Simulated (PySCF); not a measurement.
# C2H6GeSi: NMR shifts at several levels of theory

Aim: compute the NMR shifts of C2H6GeSi (`[SiH3]C#[C][GeH3]`) at several levels, and see how far they spread and what each costs.

The runs use PySCF 2.14.0, with density-fitted response routines of our own; the level of theory stands in each step. All values are computed, except where a source is named. Atoms are numbered from 0 throughout.

## Step 1: The molecule as given

10 atoms, charge 0, multiplicity 1; geometry from: GFN2-xTB. The atoms were then displaced at random by about 0.03 Å, so the start is not that level's minimum.

Bonds of the start (Å): Si0–C1 1.93, C1–C2 1.25, C2–Ge3 1.74, Si0–H4 1.49, Si0–H5 1.43, Si0–H6 1.41, Ge3–H7 1.52, Ge3–H8 1.54, Ge3–H9 1.56.

## Step 2: Geometry optimisation at PBE0-D3(BJ)/def2-SVP

The job: settings as JSON, then the geometry in Å.

```
{"job": {"xc": "PBE0", "basis": "def2-SVP", "d3": "d3bj", "grid": 1, "shake": 0.03, "kind": "geom"}, "charge": 0, "multiplicity": 1}
Si     2.515580    -0.239740    -0.092820
C      0.609450    -0.046470     0.152890
C     -0.630410     0.040510     0.306910
Ge    -2.335970     0.170740     0.608900
H      3.006440     1.170570    -0.154400
H      2.668810    -0.818610    -1.395300
H      3.044820    -0.951430     0.999370
H     -3.111330    -0.345720    -0.590980
H     -2.818090     1.606010     0.904120
H     -2.806890    -0.653310     1.849420
```

Run with:

```sh
OMP_NUM_THREADS=1 python probes_run.py task.json out
```

The driver reads the jobs from task.json and runs them one after another.

Log:

```text
step   0  E = -2445.32924985  max force = 0.139803
step   1  E = -2445.35146247  max force = 0.014082
step   2  E = -2445.35270874  max force = 0.003901
step   3  E = -2445.35285939  max force = 0.000939
step   4  E = -2445.35286579  max force = 0.000583
step   5  E = -2445.35287104  max force = 0.000517
step   6  E = -2445.35287298  max force = 0.000242
optimisation converged
```

Wall time 24 s (1 thread of Arm Neoverse V2, shared host); peak memory 0.42 GiB.

Along the way:

```csv
step,energy from step 0 (eV),largest force component (eV/Å)
0,0.0000,7.1890
1,-0.6044,0.7241
2,-0.6383,0.2006
3,-0.6424,0.0483
4,-0.6426,0.0300
5,-0.6428,0.0266
6,-0.6428,0.0124
```

Distances of close pairs at the start and the end, largest changes first:

```csv
bond,before (Å),after (Å),change (Å)
C2–Ge3,1.737,1.903,+0.166
Si0–C1,1.932,1.834,-0.098
Si0–H6,1.407,1.492,+0.085
Si0–H5,1.434,1.492,+0.058
C1–C2,1.252,1.224,-0.029
Ge3–H9,1.562,1.535,-0.027
Ge3–H7,1.519,1.535,+0.016
Ge3–H8,1.543,1.535,-0.007
```

The next job starts from the end point, and lists it.

```csv
at the end point,value
point group (found at 0.08 Å tolerance),C3
"rotational constants (GHz, main isotopes)","40.841, 0.844, 0.844"
dipole moment (D),0.50
```

## Step 3: NMR shieldings: PBE0/cc-pVTZ

The job: settings as JSON, then the geometry in Å.

```
{"job": {"kind": "nmr", "xc": "PBE0", "basis": "cc-pVTZ", "pop": true}, "charge": 0, "multiplicity": 1}
Si     2.451437    -0.173687    -0.115838
C      0.643240    -0.049620     0.164160
C     -0.564218     0.030815     0.346917
Ge    -2.440407     0.161857     0.636093
H      3.044194     1.194814    -0.147759
H      2.707609    -0.859735    -1.415408
H      3.075273    -0.958835     0.988463
H     -3.167673    -0.357622    -0.612270
H     -2.797473     1.634111     0.884782
H     -2.809572    -0.689548     1.858969
```

With the program's defaults for keys left out, this is: GIAO PBE0/cc-pVTZ NMR shielding, non-relativistic, gas phase.

Log:

```text
coarse grid: 39024 points
cycle   1  E = -2445.7852587190  dE = -4.898e-01  |g| = 5.409e-01  |ddm| = 6.203e+00
cycle   2  E = -2445.7671113431  dE =  1.815e-02  |g| = 5.857e-01  |ddm| = 1.414e+00
cycle   3  E = -2445.8315435543  dE = -6.443e-02  |g| = 7.984e-02  |ddm| = 8.421e-01
cycle   4  E = -2445.8323326872  dE = -7.891e-04  |g| = 6.179e-02  |ddm| = 1.556e-01
cycle   5  E = -2445.8332511237  dE = -9.184e-04  |g| = 1.230e-02  |ddm| = 7.776e-02
cycle   6  E = -2445.8332912261  dE = -4.010e-05  |g| = 1.926e-03  |ddm| = 2.114e-02
cycle   7  E = -2445.8332919426  dE = -7.165e-07  |g| = 2.193e-04  |ddm| = 2.693e-03
final grid: 79616 points
cycle   8  E = -2445.8332739242  dE = -1.163e-08  |g| = 1.992e-04  |ddm| = 3.400e-03
cycle   9  E = -2445.8332739093  dE =  1.484e-08  |g| = 3.121e-04  |ddm| = 7.294e-04
cycle  10  E = -2445.8332739321  dE = -2.278e-08  |g| = 1.007e-04  |ddm| = 4.365e-04
cycle  11  E = -2445.8332739345  dE = -2.420e-09  |g| = 1.064e-05  |ddm| = 1.263e-04
cycle  12  E = -2445.8332739346  dE = -2.365e-11  |g| = 9.262e-07  |ddm| = 1.702e-05
converged SCF energy = -2445.8332739346

GIAO shielding tensors (ppm)
atom      isotropic    diamagn.    paramagn.     s11        s22        s33       span
  0 Si     447.904     887.282    -439.378    437.781    438.046    467.884     30.103
  1 C       77.279     263.373    -186.093    -17.453    -17.429    266.720    284.174
  2 C       73.045     260.011    -186.966    -22.745    -22.670    264.551    287.296
  3 Ge    1676.587    2755.601   -1079.014   1657.419   1657.594   1714.748     57.329
  4 H       27.062      28.524      -1.462     23.803     25.484     31.900      8.096
  5 H       27.060      28.771      -1.711     23.802     25.484     31.892      8.090
  6 H       27.064      28.285      -1.220     23.812     25.483     31.898      8.086
  7 H       27.017      28.400      -1.383     20.646     22.508     37.896     17.251
  8 H       27.013      28.185      -1.172     20.640     22.508     37.890     17.250
  9 H       27.016      28.033      -1.017     20.642     22.509     37.897     17.255
```

It took 22 s on 1 thread of Arm Neoverse V2, shared host; peak memory 1 GiB.

Shifts follow as δ = σ(reference) − σ, with reference shieldings (ppm) from runs at the same level and on the same kind of geometry: 1H TMS 31.29, 13C TMS 187.3, 29Si TMS 360.0, 73Ge GeMe4 1415. The references are single molecules in the gas phase. Atoms listed in one row are averaged.

```csv
atoms,environment,σ (ppm),δ (ppm)
C2,alkyne carbon,73.0,114.2
C1,alkyne carbon,77.3,110.0
"H7, H8, H9",hydrogen on a germanium bonded to C,27.02,4.28
"H4, H5, H6",hydrogen on a silicon bonded to C,27.06,4.23
Si0,"silicon bonded to C, 3 H",447.9,-87.9
Ge3,"germanium bonded to C, 3 H",1677,-261
```

Charges from the same density, by scheme (e):

```csv
atoms,Mulliken,IAO,Hirshfeld,ESP fit
Si0,0.23,0.62,0.33,0.30
C1,-0.17,-0.33,-0.15,-0.18
C2,-0.18,-0.27,-0.15,-0.13
Ge3,0.37,0.52,0.34,0.25
```

Mayer bond orders: Si0–C1 1.11, C1–C2 2.48, C2–Ge3 1.08.

## Step 4: Shielding tensors: PBE0/aug-cc-pVDZ

The job, as its differences from that of step 3:

```diff
@@ -1,2 +1,2 @@
-{"job": {"kind": "nmr", "xc": "PBE0", "basis": "cc-pVTZ", "pop": true}, "charge": 0, "multiplicity": 1}
+{"job": {"kind": "nmr", "xc": "PBE0", "basis": "aug-cc-pVDZ", "pop": true}, "charge": 0, "multiplicity": 1}
 Si     2.451437    -0.173687    -0.115838
```

Level: GIAO PBE0/aug-cc-pVDZ NMR shielding, non-relativistic, gas phase.

Log:

```text
coarse grid: 39024 points
cycle   1  E = -2445.6967155110  dE = -4.599e-01  |g| = 3.439e-01  |ddm| = 1.245e+01
cycle   2  E = -2445.6873773359  dE =  9.338e-03  |g| = 3.682e-01  |ddm| = 3.220e+00
cycle   3  E = -2445.7276943708  dE = -4.032e-02  |g| = 6.098e-02  |ddm| = 2.079e+00
cycle   4  E = -2445.7281733784  dE = -4.790e-04  |g| = 4.774e-02  |ddm| = 2.794e-01
cycle   5  E = -2445.7287504784  dE = -5.771e-04  |g| = 8.463e-03  |ddm| = 1.176e-01
cycle   6  E = -2445.7287712342  dE = -2.076e-05  |g| = 7.725e-04  |ddm| = 3.524e-02
cycle   7  E = -2445.7287714125  dE = -1.783e-07  |g| = 1.190e-04  |ddm| = 4.858e-03
final grid: 79616 points
cycle   8  E = -2445.7287727736  dE = -1.241e-08  |g| = 1.050e-04  |ddm| = 1.331e-02
cycle   9  E = -2445.7287727684  dE =  5.260e-09  |g| = 1.761e-04  |ddm| = 1.166e-03
cycle  10  E = -2445.7287727766  dE = -8.278e-09  |g| = 4.844e-05  |ddm| = 4.549e-04
cycle  11  E = -2445.7287727772  dE = -5.894e-10  |g| = 6.074e-06  |ddm| = 1.684e-04
converged SCF energy = -2445.7287727772

GIAO shielding tensors (ppm)
atom      isotropic    diamagn.    paramagn.     s11        s22        s33       span
  0 Si     503.391     896.256    -392.865    492.705    492.994    524.474     31.769
  1 C       91.544     249.228    -157.684      2.974      3.001    268.656    265.683
  2 C       87.728     241.310    -153.583     -1.748     -1.693    266.624    268.373
  3 Ge    1769.499    2760.358    -990.859   1739.633   1739.908   1828.957     89.324
  4 H       27.073      28.720      -1.647     23.673     25.486     32.059      8.386
  5 H       27.070      29.023      -1.953     23.672     25.486     32.052      8.379
  6 H       27.074      28.449      -1.375     23.681     25.484     32.058      8.376
  7 H       26.945      29.026      -2.081     20.483     22.438     37.914     17.430
  8 H       26.941      28.821      -1.880     20.478     22.438     37.908     17.429
  9 H       26.945      28.639      -1.694     20.480     22.438     37.915     17.435
```

Run time: 13 s. Hardware: 1 thread of Arm Neoverse V2, shared host; peak memory 0.83 GiB.

In short: δ C2 107.4, C1 103.6, Si0 -86.7, Ge3 -255, H7 4.45, H4 4.32 ppm (means over like atoms).

## Step 5: Shielding tensors: PBE0/pcSseg-0

The job, as its differences from that of step 4:

```diff
@@ -1,2 +1,2 @@
-{"job": {"kind": "nmr", "xc": "PBE0", "basis": "aug-cc-pVDZ", "pop": true}, "charge": 0, "multiplicity": 1}
+{"job": {"kind": "nmr", "xc": "PBE0", "basis": "pcSseg-0", "pop": true}, "charge": 0, "multiplicity": 1}
 Si     2.451437    -0.173687    -0.115838
```

Level: GIAO PBE0/pcSseg-0 NMR shielding, non-relativistic, gas phase.

Log:

```text
coarse grid: 39024 points
cycle   1  E = -2442.8218779245  dE = -1.013e+00  |g| = 2.990e-01  |ddm| = 3.557e+00
cycle   2  E = -2442.8260381031  dE = -4.160e-03  |g| = 2.513e-01  |ddm| = 9.893e-01
cycle   3  E = -2442.8443900094  dE = -1.835e-02  |g| = 3.736e-02  |ddm| = 4.134e-01
cycle   4  E = -2442.8445460891  dE = -1.561e-04  |g| = 3.075e-02  |ddm| = 6.658e-02
cycle   5  E = -2442.8447748715  dE = -2.288e-04  |g| = 7.236e-03  |ddm| = 3.487e-02
cycle   6  E = -2442.8447889079  dE = -1.404e-05  |g| = 4.678e-04  |ddm| = 1.129e-02
cycle   7  E = -2442.8447889935  dE = -8.560e-08  |g| = 3.283e-05  |ddm| = 9.059e-04
final grid: 79616 points
cycle   8  E = -2442.8447665076  dE = -3.139e-09  |g| = 1.586e-05  |ddm| = 5.226e-04
cycle   9  E = -2442.8447665076  dE = -6.457e-11  |g| = 1.232e-05  |ddm| = 6.027e-05
converged SCF energy = -2442.8447665076

GIAO shielding tensors (ppm)
atom      isotropic    diamagn.    paramagn.     s11        s22        s33       span
  0 Si     493.097     879.358    -386.261    479.585    479.994    519.711     40.127
  1 C       80.417     286.906    -206.489    -13.415    -13.402    268.069    281.484
  2 C       77.364     285.990    -208.626    -16.662    -16.616    265.371    282.034
  3 Ge    1818.611    2743.708    -925.097   1800.469   1800.571   1854.794     54.324
  4 H       28.531      27.754       0.778     24.621     27.197     33.776      9.155
  5 H       28.530      27.882       0.647     24.621     27.197     33.771      9.150
  6 H       28.532      27.635       0.897     24.626     27.192     33.777      9.151
  7 H       28.260      27.831       0.429     21.646     24.321     38.812     17.167
  8 H       28.258      27.671       0.587     21.644     24.324     38.808     17.164
  9 H       28.261      27.556       0.705     21.646     24.323     38.814     17.169
```

Run time: 3.6 s. Hardware: 1 thread of Arm Neoverse V2, shared host; peak memory 0.41 GiB.

Key values: δ C2 116.2, C1 113.1, Si0 -144.6, Ge3 -270, H7 4.57, H4 4.30 ppm (means over like atoms).

## Step 6: Side by side: NMR shifts

Shifts (ppm), means over like atoms, with basis size and wall time:

```csv
run,C2,C1,H7,H4,Si0,Ge3,functions,time
PBE0/cc-pVTZ,114.2,110.0,4.28,4.23,-87.9,-261,221,22 s
PBE0/aug-cc-pVDZ,107.4,103.6,4.45,4.32,-86.7,-255,163,13 s
PBE0/pcSseg-0,116.2,113.1,4.57,4.30,-144.6,-270,68,3.6 s
```

## Step 7: Summary of results

| quantity | value |
| --- | --- |
| point group | C3 |
| rotational constants (main isotopes) | 40.84, 0.84, 0.84 GHz |
| 13C shifts against TMS (PBE0/cc-pVTZ) | 114.2, 110.0 ppm |
| 1H shifts against TMS (PBE0/cc-pVTZ, means over atoms taken as alike) | 4.28, 4.23 ppm |
| 29Si shifts against TMS (PBE0/cc-pVTZ) | -87.9 ppm |
| 73Ge shifts against GeMe4 (PBE0/cc-pVTZ) | -261 ppm |
| range of the shift of Si0 | -144.6 to -86.7 ppm |

What this shows: Single values in the summary come from the first run of each kind that ended normally (PBE0/cc-pVTZ), which need not be the best level. The start was shaken at random, so part of the energy gained undoes that. Over 6 steps the energy fell by 0.643 eV; of the close pairs, C2–Ge3 changed most, 1.737 to 1.903 Å. No frequency check was run at this level, so the end point may be a saddle. In ppm, Si0 moves most: its shift spreads over 57.9 ppm, from -144.6 (PBE0/pcSseg-0) to -86.7 (PBE0/aug-cc-pVDZ). Most of that comes from the computed reference, not from the atom's own shielding. Spin-orbit coupling is left out, which matters for shieldings and couplings at and beside the heavy atoms.
